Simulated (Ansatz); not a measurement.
# C2H6BNS: the cost of one run

All numbers below are computed with Ansatz 0.2.0 (UHF/cc-pVDZ).

## 1. The starting structure

Bond lengths: C1–C2 1.464 Å, C2–N3 1.422 Å, C2–B4 1.568 Å, N3–B4 1.529 Å, B4–S5 1.911 Å, C1–H6 1.142 Å, C1–H7 1.148 Å, C1–H8 1.066 Å, C2–H9 1.142 Å, N3–H10 1.087 Å, S5–H11 1.407 Å. Angles (14 of 19 angles, heavy atoms first): C1–C2–N3 112.7°, C1–C2–B4 118.3°, N3–C2–B4 61.3°, C2–N3–B4 64.0°, C2–B4–N3 54.6°, C2–B4–S5 150.2°, N3–B4–S5 154.7°, C1–C2–H9 117.8°, N3–C2–H9 116.3°, B4–C2–H9 117.6°, C2–C1–H6 112.1°, C2–C1–H7 112.5°, C2–C1–H8 112.8°, C2–N3–H10 106.9°.

Structure file:

```xyz
11

C    -0.9554    0.5630    0.8741
C     0.3850    0.0314    0.6230
N     1.1113    0.8011   -0.3269
B     0.6848   -0.5953   -0.7824
S     0.4481   -1.9992   -2.0564
H    -0.9481    1.3940    1.6581
H    -1.4040    1.0785   -0.0485
H    -1.6433   -0.1863    1.1936
H     0.9784   -0.3626    1.5160
H     2.1660    0.6674   -0.1011
H    -0.7576   -1.4492   -2.5290
```

## 2. End point A

File input.yaml:

```yaml
crystal:
  periodic: [false, false, false]
  atoms:
    - { symbol: C, position_ang: [-0.9554, 0.563, 0.8741] }
    - { symbol: C, position_ang: [0.385, 0.0314, 0.623] }
    - { symbol: "N", position_ang: [1.1113, 0.8011, -0.3269] }
    - { symbol: B, position_ang: [0.6848, -0.5953, -0.7824] }
    - { symbol: S, position_ang: [0.4481, -1.9992, -2.0564] }
    - { symbol: H, position_ang: [-0.9481, 1.394, 1.6581] }
    - { symbol: H, position_ang: [-1.404, 1.0785, -0.0485] }
    - { symbol: H, position_ang: [-1.6433, -0.1863, 1.1936] }
    - { symbol: H, position_ang: [0.9784, -0.3626, 1.516] }
    - { symbol: H, position_ang: [2.166, 0.6674, -0.1011] }
    - { symbol: H, position_ang: [-0.7576, -1.4492, -2.529] }
magnetization:
  spin_polarized: true
basis:
  gaussian: { orbitals: cc-pVDZ }
hamiltonian:
  xc: hf
relax:
  f_tol: 0.02
  max_steps: 50
```

The run is started by

```sh
ansatz run input.yaml --threads 2 --pin off --max-ram 3072MiB --backend cpu --events-out ev --progress --plain --runs-dir out
```

What time and memory should one allow on 2 threads of AMD EPYC 7R43 (Zen 3), shared host?

About 44 s, with a peak of 0.29 GiB.
